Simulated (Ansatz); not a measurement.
**Ca started on a Ti site and Ca started on a Ti site in perovskite SrTiO3, 40 atoms, charge 0**

Wanted: geometry, formation energy and gap levels of the defect, compared across PBEsol, HSE06 and r²SCAN.

All numbers are computed with Ansatz 0.2.0 (PAW, plane waves).

## 1. The starting cell

40 atoms (8 Sr, 2 Ca, 6 Ti, 24 O); a = 7.783 Å, b = 7.783 Å, c = 7.783 Å, α = 90.00°, β = 90.00°, γ = 90.00°. All atoms were shaken off their sites by about 0.02 Å along each axis. Defect site 1: (0.250, 0.250, 0.250). Defect site 2: (0.250, 0.750, 0.750).

Plan of the steps: (2) PBEsol relaxation at the single k point (¼, ¼, ¼), on 7 threads of Arm Neoverse-V2; (3) HSE06 single point at the single k point (¼, ¼, ¼), on 7 threads of Arm Neoverse-V2; (4) r²SCAN single point at the single k point (¼, ¼, ¼), on 7 threads of Arm Neoverse-V2.

## 2. Relaxing the atoms with PBEsol

in.yaml reads:

```yaml
crystal:
  lattice:
    - [7.782821, 0.000000, 0.000000]
    - [0.000000, 7.782821, 0.000000]
    - [0.000000, 0.000000, 7.782821]
  atoms:
    - { symbol: Sr, position: [0.998306, 0.002453, 0.997311] }
    - { symbol: Sr, position: [0.004486, 0.999087, 0.498958] }
    - { symbol: Sr, position: [0.000917, 0.504431, 0.998689] }
    - { symbol: Sr, position: [0.998278, 0.500856, 0.497087] }
    - { symbol: Sr, position: [0.498536, 0.000098, 0.999302] }
    - { symbol: Sr, position: [0.502442, 0.999917, 0.498084] }
    - { symbol: Sr, position: [0.501647, 0.501241, 0.002535] }
    - { symbol: Sr, position: [0.506836, 0.497766, 0.506820] }
    - { symbol: Ca, position: [0.248417, 0.246303, 0.253879] }
    - { symbol: Ca, position: [0.251554, 0.747705, 0.748262] }
    - { symbol: Ti, position: [0.254810, 0.248982, 0.752823] }
    - { symbol: Ti, position: [0.250085, 0.753691, 0.249818] }
    - { symbol: Ti, position: [0.752904, 0.255454, 0.247431] }
    - { symbol: Ti, position: [0.754765, 0.253953, 0.749583] }
    - { symbol: Ti, position: [0.751341, 0.752985, 0.251940] }
    - { symbol: Ti, position: [0.750882, 0.749247, 0.749661] }
    - { symbol: O, position: [0.248265, 0.246562, 0.999398] }
    - { symbol: O, position: [0.250654, 0.245397, 0.497559] }
    - { symbol: O, position: [0.253079, 0.752245, 0.000103] }
    - { symbol: O, position: [0.249345, 0.749688, 0.499059] }
    - { symbol: O, position: [0.746431, 0.248288, 0.999861] }
    - { symbol: O, position: [0.751278, 0.250180, 0.501639] }
    - { symbol: O, position: [0.754068, 0.752329, 0.001515] }
    - { symbol: O, position: [0.748470, 0.753840, 0.498678] }
    - { symbol: O, position: [0.999404, 0.246256, 0.250929] }
    - { symbol: O, position: [0.998400, 0.251313, 0.742245] }
    - { symbol: O, position: [0.997977, 0.750801, 0.253962] }
    - { symbol: O, position: [0.997865, 0.748702, 0.754422] }
    - { symbol: O, position: [0.499107, 0.252038, 0.246947] }
    - { symbol: O, position: [0.501539, 0.248665, 0.748375] }
    - { symbol: O, position: [0.503765, 0.751198, 0.252828] }
    - { symbol: O, position: [0.498447, 0.748902, 0.748347] }
    - { symbol: O, position: [0.247455, 0.994061, 0.246558] }
    - { symbol: O, position: [0.248971, 0.998267, 0.748470] }
    - { symbol: O, position: [0.255458, 0.501088, 0.250776] }
    - { symbol: O, position: [0.251725, 0.502969, 0.752024] }
    - { symbol: O, position: [0.751327, 0.999709, 0.250641] }
    - { symbol: O, position: [0.751806, 0.999645, 0.749495] }
    - { symbol: O, position: [0.747629, 0.498456, 0.249660] }
    - { symbol: O, position: [0.745638, 0.497967, 0.747985] }
  symmetry: { detect: false }
kpoints:
  mp_grid: { grid: [1, 1, 1], shift: [0.25, 0.25, 0.25] }
hamiltonian:
  xc: pbesol
scf:
  occupations: { method: fermi_dirac, width: 0.01 }
relax:
  f_tol: 0.03
  max_steps: 80
  escape_saddle: false
  adjacent_minimum: "off"
output:
  forces: true
  eigenvalues: true
  populations: true
```

Run with:

```sh
> ansatz run in.yaml --threads 7 --pin off --max-ram 13300MiB --runs-dir r --events-out ev --progress --plain
```

Further steps of the session: HSE06 on the final geometry; r²SCAN single point.

Before running it: what results should come out? Wanted: for each run, formation energy; host gap; top filled to lowest empty.

**Answer**, as computed:

| level | time | formation energy (eV) | host gap (eV) | top filled to lowest empty (eV) |
| --- | --- | --- | --- | --- |
| PBEsol, relaxation | 81 s (7 CPU threads) | 12.28 | 1.46 | 2.78 |
| HSE06 | 81 s (7 CPU threads) | 13.82 | 2.99 | 4.46 |
| r²SCAN | 16 s (7 CPU threads) | 13.81 | 1.89 | 3.22 |

| quantity | value |
| --- | --- |
| relaxation | 22 recorded steps, 7.96 eV gained |
| largest shift | 1.27 Å (O33) |

The relaxation lowers the energy by 7.96 eV; the largest shift is 1.27 Å (O33). The formation energy goes from 12.28 eV (PBEsol) to 13.82 eV (HSE06). The reservoirs are the elements' reference phases; where the defect changes the composition, the value depends on that choice. r²SCAN shows no level inside the gap that the count of atoms sharing it marks as tightly localised. The price of HSE06 is about 5 times the time of r²SCAN here. The host's edges were read at Γ, so band-like levels at this k point need not coincide with them. One k point and a cell of this size can leave errors of several tenths of an eV.
